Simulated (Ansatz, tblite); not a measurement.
**The cluster Ga₃As₄: one state, many levels**

Aim: run the doublet of the cluster Ga₃As₄ at one geometry on many levels, and compare frontier levels, spin and run time.

Method: as each input shows; program: Ansatz 0.2.0, Gaussian basis.

Plan: GFN1-xTB, GFN2-xTB, PBE-D4/def2-SVP, r2SCAN-D4/def2-SVP, HF/def2-SVP, HF/STO-3G, HF/6-31G, B3LYP-D4/6-31G, MP2/def2-SVP, RPA/def2-SVP.

14 further runs of the same task are left out: 7 that didn't finish, 7 set aside as unsound or not needed.

### 1 The relaxed structure

The doublet was relaxed beforehand with PBE-D4/def2-SVP. At that level it is the lowest of the isomers that a small search found.

7 atoms, charge 0, spin multiplicity 2.

Bond lengths: Ga1–As4 2.714 Å, Ga1–As6 2.715 Å, Ga2–As4 2.717 Å, Ga2–As6 2.715 Å, Ga2–As7 2.844 Å, Ga3–As4 2.716 Å, Ga3–As6 2.713 Å, Ga3–As7 2.845 Å, As4–As5 2.420 Å, As5–As7 2.430 Å, As6–As7 2.422 Å. Angles: As4–Ga1–As6 91.8°, As4–Ga2–As6 91.8°, As4–Ga2–As7 89.5°, As6–Ga2–As7 51.6°, As4–Ga3–As6 91.8°, As4–Ga3–As7 89.5°, As6–Ga3–As7 51.6°, Ga1–As4–Ga2 67.1°, Ga1–As4–Ga3 67.0°, Ga1–As4–As5 116.4°, Ga2–As4–Ga3 84.4°, Ga2–As4–As5 67.0° and more.

PBE0-D4/def2-SVP was run before; its log isn't repeated, and its numbers join the tables.

### 2 GFN1-xTB

Tight binding, by tblite at 300 K electronic temperature and without a spin-polarisation term:

```python
tblite.interface.Calculator('GFN1-xTB', numbers, positions, charge=0, uhf=1).singlepoint()
```

Energy -364.9725 eV; 0.053 s.

### 3 GFN2-xTB

Tight binding, by tblite at 300 K electronic temperature and without a spin-polarisation term:

```python
tblite.interface.Calculator('GFN2-xTB', numbers, positions, charge=0, uhf=1).singlepoint()
```

Energy -354.5773 eV; 0.035 s.

### 4 PBE-D4/def2-SVP

start.molden holds the orbitals of an earlier run on this state, given as this run's starting guess.

Input file in.yaml:

```yaml
crystal:
  periodic: [false, false, false]
  atoms:
    - {symbol: Ga, position_ang: [1.525428, 1.484449, -1.148166]}
    - {symbol: Ga, position_ang: [-1.386103, 0.816555, -0.861719]}
    - {symbol: Ga, position_ang: [1.432933, -0.772293, 0.823300]}
    - {symbol: As, position_ang: [0.185149, 1.608907, 1.208362]}
    - {symbol: As, position_ang: [-1.213403, -0.288731, 1.753883]}
    - {symbol: As, position_ang: [0.483879, -0.958974, -1.711617]}
    - {symbol: As, position_ang: [-1.027892, -1.889912, -0.064032]}
basis:
  gaussian: {orbitals: def2-SVP, initial_orbitals: start.molden}
magnetization: {spin_polarized: true, initial_magnetization: 1}
hamiltonian: {xc: pbe, dispersion: d4}
scf: {omitted_lower_state_checks: [starts]}
output: {orbitals: {seedname: orbitals}}
```

On the command line:

```
ansatz run in.yaml --threads 4 --pin off --events-out ev --progress --plain --max-ram 6963MiB
```

Log:

```text
Functional definition: PBE
  name "PBE"
  cite "Perdew, Burke & Ernzerhof, Phys. Rev. Lett. 77, 3865 (1996) doi:10.1103/PhysRevLett.77.3865"
  parent pbe
  parameter kappa = 0.804
  parameter beta = 0.06672455060314922
  exchange = pbe_x(kappa = kappa, mu = beta*pi^2/3)
  correlation = pbe_c(beta = beta)
these checks for a lower state are left out or cut short: starts
2517 factors; their error is unknown
mean field evaluation 1: about -400394.3698 eV, gradient 8.6e0 eV
mean field evaluation 2: about -400394.6200 eV, gradient 2.4e-1 eV
mean field evaluation 4: about -400394.4217 eV, gradient 3.5e-3 eV
mean field -400394.42168672 eV, -14714.2235999002 hartree, gradient 1.1e-5 eV, S^2 0.756062; 0 other end points of the search recorded, 0 dependent functions left out
reference -400394.42172185 eV, -14714.2236011912 hartree; 113, 112 occupied and 111, 112 virtual orbitals, 2517 factors
Total energy: -400395.14919453 eV, -14714.2503353194 hartree
Checks for a lower state left out: starts
```

It took 17 s on 4 threads of Intel Xeon at 2.50GHz, shared host; peak memory 0.63 GiB.

HOMO -4.61 eV, LUMO -4.10 eV (over both spins); ⟨S²⟩ 0.756 (pure: 0.75).

### 5 r2SCAN-D4/def2-SVP

Changes to in.yaml since step 4:

```diff
@@ -13,3 +13,3 @@
 magnetization: {spin_polarized: true, initial_magnetization: 1}
-hamiltonian: {xc: pbe, dispersion: d4}
+hamiltonian: {xc: r2scan, dispersion: d4}
 scf: {omitted_lower_state_checks: [starts]}
```

Launched as before.

Log:

```text
Functional definition: r2SCAN
  name "r2SCAN"
  cite "Furness, Kaplan, Ning, Perdew & Sun, J. Phys. Chem. Lett. 11, 8208 (2020) doi:10.1021/acs.jpclett.0c02405"
  cite "Furness, Kaplan, Ning, Perdew & Sun, J. Phys. Chem. Lett. 11, 9248 (2020) doi:10.1021/acs.jpclett.0c03077"
  parent r2scan
  parameter k0 = 0.174
  parameter k1 = 0.065
  parameter a1 = 4.9479
  exchange = r2scan_x(k0 = k0, k1 = k1, a1 = a1)
  correlation = r2scan_c
these checks for a lower state are left out or cut short: starts
2517 factors; their error is unknown
mean field evaluation 1: about -400453.1238 eV, gradient 5.6e0 eV
mean field evaluation 2: about -400453.2658 eV, gradient 1.2e-1 eV
mean field evaluation 4: about -400453.0613 eV, gradient 4.9e-4 eV
mean field -400453.06132134 eV, -14716.3785667253 hartree, gradient 1.6e-5 eV, S^2 0.767602; 0 other end points of the search recorded, 0 dependent functions left out
reference -400453.06133603 eV, -14716.3785672651 hartree; 113, 112 occupied and 111, 112 virtual orbitals, 2517 factors
Total energy: -400453.19501556 eV, -14716.3834798971 hartree
Checks for a lower state left out: starts
```

Wall time 40 s (4 threads of Intel Xeon at 2.50GHz, shared host); peak memory 0.75 GiB.

From the report: HOMO -4.95 eV, LUMO -4.12 eV (over both spins); ⟨S²⟩ 0.768 (pure: 0.75).

### 6 HF/def2-SVP

Changes to in.yaml since step 5:

```diff
@@ -13,3 +13,3 @@
 magnetization: {spin_polarized: true, initial_magnetization: 1}
-hamiltonian: {xc: r2scan, dispersion: d4}
+hamiltonian: {xc: hf}
 scf: {omitted_lower_state_checks: [starts]}
```

Launched as before.

Log:

```text
Functional definition: HF
  name "HF"
  cite "Fock, Z. Phys. 61, 126 (1930) doi:10.1007/BF01340294"
  parent pbe
  exchange = exact_x
  correlation = 0
these checks for a lower state are left out or cut short: starts
2221 factors; integrals over basis functions are off by at most 4.8e-4 eV
mean field evaluation 1: about -400135.6361 eV, gradient 2.2e1 eV
mean field evaluation 2: about -400137.4062 eV, gradient 1.8e0 eV
mean field evaluation 4: about -400137.5636 eV, gradient 3.6e-1 eV
mean field evaluation 8: about -400137.5648 eV, gradient 3.1e-4 eV
mean field evaluation 16: about -400137.5648 eV, gradient 3.9e-6 eV
mean field -400137.56476170 eV, -14704.7842820096 hartree, gradient 3.9e-6 eV, S^2 0.928087; 0 other end points of the search recorded, 0 dependent functions left out
reference -400137.56476170 eV, -14704.7842820096 hartree; 113, 112 occupied and 111, 112 virtual orbitals, 2221 factors
Total energy: -400137.56476170 eV, -14704.7842820096 hartree
Checks for a lower state left out: starts
```

Wall time 72 s (4 threads of Intel Xeon at 2.50GHz, shared host); peak memory 2.1 GiB.

From the report: HOMO -7.28 eV, LUMO -0.78 eV (over both spins); ⟨S²⟩ 0.928 (pure: 0.75). Doubts: spin contamination.

### 7 HF/STO-3G

Changes to in.yaml since step 6:

```diff
@@ -11,3 +11,3 @@
 basis:
-  gaussian: {orbitals: def2-SVP, initial_orbitals: start.molden}
+  gaussian: {orbitals: STO-3G}
 magnetization: {spin_polarized: true, initial_magnetization: 1}
```

The command is unchanged.

Log:

```text
Functional definition: HF
  name "HF"
  cite "Fock, Z. Phys. 61, 126 (1930) doi:10.1007/BF01340294"
  parent pbe
  exchange = exact_x
  correlation = 0
these checks for a lower state are left out or cut short: starts
1255 factors; integrals over basis functions are off by at most 4.3e-5 eV
mean field evaluation 1: about -395645.7390 eV, gradient 9.1e0 eV
mean field evaluation 2: about -395645.7986 eV, gradient 9.1e0 eV
mean field evaluation 4: about -395647.3954 eV, gradient 2.8e0 eV
mean field evaluation 8: about -395647.9420 eV, gradient 5.7e-1 eV
mean field evaluation 16: about -395650.1522 eV, gradient 4.7e0 eV
mean field evaluation 32: about -395659.0468 eV, gradient 6.5e-1 eV
mean field -395659.05277047 eV, -14540.2020019767 hartree, gradient 7.3e-6 eV, S^2 3.879271; 0 other end points of the search recorded, 0 dependent functions left out
reference -395659.05277047 eV, -14540.2020019767 hartree; 113, 112 occupied and 13, 14 virtual orbitals, 1255 factors
Total energy: -395659.05277047 eV, -14540.2020019767 hartree
Checks for a lower state left out: starts
```

Run time: 2.7 min. Hardware: 4 threads of Intel Xeon at 2.50GHz, shared host; peak memory 1.8 GiB.

HOMO -3.61 eV, LUMO 0.74 eV (over both spins); ⟨S²⟩ 3.879 (pure: 0.75). Doubts: spin contamination.

### 8 HF/6-31G

Changes to in.yaml since step 7:

```diff
@@ -11,3 +11,3 @@
 basis:
-  gaussian: {orbitals: STO-3G}
+  gaussian: {orbitals: 6-31G}
 magnetization: {spin_polarized: true, initial_magnetization: 1}
```

Same command.

Log:

```text
Functional definition: HF
  name "HF"
  cite "Fock, Z. Phys. 61, 126 (1930) doi:10.1007/BF01340294"
  parent pbe
  exchange = exact_x
  correlation = 0
these checks for a lower state are left out or cut short: starts
1769 factors; integrals over basis functions are off by at most 2.3e-4 eV
mean field evaluation 1: about -400120.4655 eV, gradient 1.0e1 eV
mean field evaluation 2: about -400120.6048 eV, gradient 1.0e1 eV
mean field evaluation 4: about -400121.7821 eV, gradient 2.6e0 eV
mean field evaluation 8: about -400121.9350 eV, gradient 3.7e-1 eV
mean field evaluation 16: about -400121.9490 eV, gradient 2.7e-5 eV
mean field -400121.94902416 eV, -14704.2104142400 hartree, gradient 5.8e-6 eV, S^2 0.916725; 0 other end points of the search recorded, 0 dependent functions left out
reference -400121.94902416 eV, -14704.2104142400 hartree; 113, 112 occupied and 90, 91 virtual orbitals, 1769 factors
Total energy: -400121.94902416 eV, -14704.2104142400 hartree
Checks for a lower state left out: starts
```

It took 58 s on 4 threads of Intel Xeon at 2.50GHz, shared host; peak memory 2 GiB.

From the report: HOMO -7.38 eV, LUMO -1.21 eV (over both spins); ⟨S²⟩ 0.917 (pure: 0.75). Doubts: spin contamination.

### 9 B3LYP-D4/6-31G

Changes to in.yaml since step 8:

```diff
@@ -13,3 +13,3 @@
 magnetization: {spin_polarized: true, initial_magnetization: 1}
-hamiltonian: {xc: hf}
+hamiltonian: {xc: {name: B3LYP}, dispersion: d4}
 scf: {omitted_lower_state_checks: [starts]}
```

The command is unchanged.

Log (excerpt; [...] marks lines left out):

```text
Functional definition: B3LYP
  name "B3LYP"
  cite "Stephens, Devlin, Chabalowski & Frisch, J. Phys. Chem. 98, 11623 (1994) doi:10.1021/j100096a001"
  cite "Becke, Phys. Rev. A 38, 3098 (1988) doi:10.1103/PhysRevA.38.3098"
  cite "Lee, Yang & Parr, Phys. Rev. B 37, 785 (1988) doi:10.1103/PhysRevB.37.785"
  cite "Vosko, Wilk & Nusair, Can. J. Phys. 58, 1200 (1980) doi:10.1139/p80-159"
[...]
1769 factors; integrals over basis functions are off by at most 2.3e-4 eV
[...]
mean field -400443.62644408 eV, -14716.0318413811 hartree, gradient 4.4e-5 eV, S^2 0.761224; 0 other end points of the search recorded, 0 dependent functions left out
reference -400443.62669930 eV, -14716.0318507602 hartree; 113, 112 occupied and 90, 91 virtual orbitals, 1769 factors
Total energy: -400444.85345303 eV, -14716.0769331282 hartree
Checks for a lower state left out: starts
```

Wall time 36 s (4 threads of Intel Xeon at 2.50GHz, shared host); peak memory 1.6 GiB.

From the report: HOMO -5.32 eV, LUMO -3.83 eV (over both spins); ⟨S²⟩ 0.761 (pure: 0.75).

### 10 MP2/def2-SVP

Changes to in.yaml since step 9:

```diff
@@ -11,5 +11,5 @@
 basis:
-  gaussian: {orbitals: 6-31G}
+  gaussian: {orbitals: def2-SVP, initial_orbitals: start.molden}
 magnetization: {spin_polarized: true, initial_magnetization: 1}
-hamiltonian: {xc: {name: B3LYP}, dispersion: d4}
+correlation: {method: mp2}
 scf: {omitted_lower_state_checks: [starts]}
```

Same command.

Log:

```text
Functional definition: HF
  name "HF"
  cite "Fock, Z. Phys. 61, 126 (1930) doi:10.1007/BF01340294"
  parent pbe
  exchange = exact_x
  correlation = 0
these checks for a lower state are left out or cut short: starts
2221 factors; integrals over basis functions are off by at most 4.8e-4 eV
mean field evaluation 1: about -400135.6361 eV, gradient 2.2e1 eV
mean field evaluation 2: about -400137.4062 eV, gradient 1.8e0 eV
mean field evaluation 4: about -400137.5636 eV, gradient 3.6e-1 eV
mean field evaluation 8: about -400137.5648 eV, gradient 3.1e-4 eV
mean field -400137.56476170 eV, -14704.7842820096 hartree, gradient 9.2e-8 eV, S^2 0.928087; 0 other end points of the search recorded, 0 dependent functions left out
63 core orbitals not correlated: weight in the atoms' cores, before any rotation towards them, 1.000 or more for the frozen orbitals, at most 0.000 for the correlated occupied ones
reference -400137.56476170 eV, -14704.7842820096 hartree; 50, 49 occupied and 111, 112 virtual orbitals, 2221 factors
second order -43.00927321 eV of doubles, -0.00000000 eV of singles
Total energy: -400180.57403491 eV, -14706.3648436473 hartree
Checks for a lower state left out: starts
```

It took 2.1 min on 4 threads of Intel Xeon at 2.50GHz, shared host; peak memory 2.1 GiB.

Hartree-Fock HOMO -7.28 eV, LUMO -0.78 eV (over both spins); ⟨S²⟩ 0.928 (pure: 0.75). Doubts: spin contamination.

### 11 RPA/def2-SVP

Changes to in.yaml since step 10:

```diff
@@ -13,4 +13,4 @@
 magnetization: {spin_polarized: true, initial_magnetization: 1}
-correlation: {method: mp2}
+hamiltonian: {xc: pbe}
+correlation: {method: rpa}
 scf: {omitted_lower_state_checks: [starts]}
-output: {orbitals: {seedname: orbitals}}
```

Same command.

Log (excerpt; [...] marks lines left out):

```text
Functional definition: PBE
  name "PBE"
  cite "Perdew, Burke & Ernzerhof, Phys. Rev. Lett. 77, 3865 (1996) doi:10.1103/PhysRevLett.77.3865"
  parent pbe
[...]
2221 factors; integrals over basis functions are off by at most 4.8e-4 eV
[...]
mean field -400394.42164297 eV, -14714.2235982924 hartree, gradient 1.9e-6 eV, S^2 0.756062; 0 other end points of the search recorded, 0 dependent functions left out
63 core orbitals not correlated: weight in the atoms' cores, before any rotation towards them, 1.000 or more for the frozen orbitals, at most 0.000 for the correlated occupied ones
reference -400134.04942251 eV, -14704.6550956772 hartree; 50, 49 occupied and 111, 112 virtual orbitals, 2221 factors
Total energy: -400193.11027179 eV, -14706.8255418554 hartree
Checks for a lower state left out: starts
```

Run time: 42 s. Hardware: 4 threads of Intel Xeon at 2.50GHz, shared host; peak memory 0.99 GiB.

Report: ⟨S²⟩ 0.756 (pure: 0.75).

### 12 Levels side by side

| level | functions | HOMO (eV) | LUMO (eV) | gap (eV) | ⟨S²⟩ | time |
| --- | --- | --- | --- | --- | --- | --- |
| HF/STO-3G | 126 | -3.61 | 0.74 | 4.35 | 3.879 | 2.7 min |
| HF/6-31G | 203 | -7.38 | -1.21 | 6.16 | 0.917 | 58 s |
| HF/def2-SVP | 224 | -7.28 | -0.78 | 6.49 | 0.928 | 72 s |
| PBE-D4/def2-SVP | 224 | -4.61 | -4.10 | 0.51 | 0.756 | 17 s |
| r2SCAN-D4/def2-SVP | 224 | -4.95 | -4.12 | 0.84 | 0.768 | 40 s |
| B3LYP-D4/6-31G | 203 | -5.32 | -3.83 | 1.49 | 0.761 | 36 s |
| PBE0-D4/def2-SVP | 224 | -5.42 | -3.51 | 1.92 | 0.769 | 57 s |

The pieces so far (eV):

| basis | HF | MP2 correlation | total |
| --- | --- | --- | --- |
| def2-SVP | -400137.5648 | -43.0093 | -400180.5740 (MP2) |

### 13 Binding energy

Free atoms were run apart at each level; binding is atoms less cluster, divided by the number of atoms, without zero-point or spin-orbit terms.

| level | binding an atom (eV) |
| --- | --- |
| HF/6-31G† | 0.332 |
| HF/def2-SVP† | 0.755 |
| PBE-D4/def2-SVP | 2.593 |
| r2SCAN-D4/def2-SVP | 2.410 |
| B3LYP-D4/6-31G | 2.126 |
| PBE0-D4/def2-SVP | 2.402 |
| RPA/def2-SVP | 1.908 |
| MP2/def2-SVP† | 2.118 |

† marks a level with a doubtful state (flagged, unstable or spin-contaminated).

### 14 Outcome

| quantity | value |
| --- | --- |
| gap in def2-SVP, named functionals and Hartree-Fock, smallest and largest | 0.51 eV (PBE-D4), 6.49 eV (HF) |
| correlation energy, MP2/def2-SVP | -43.01 eV |
| binding an atom, functionals in def2-SVP | 2.40 (PBE0-D4) to 2.59 eV (PBE-D4) |
| ⟨S²⟩ in def2-SVP, named functionals and Hartree-Fock, smallest and largest | 0.756, 0.928 |

In words: Over the named functionals and Hartree-Fock in def2-SVP the gap runs from 0.51 eV (PBE-D4) to 6.49 eV (HF); exact exchange widens it. Over the named functionals and Hartree-Fock in def2-SVP spin contamination reaches 0.18 (HF).

The slowest run with a step of its own, HF/STO-3G, took 2.7 min; the quickest functional in def2-SVP took 17 s (shared host).
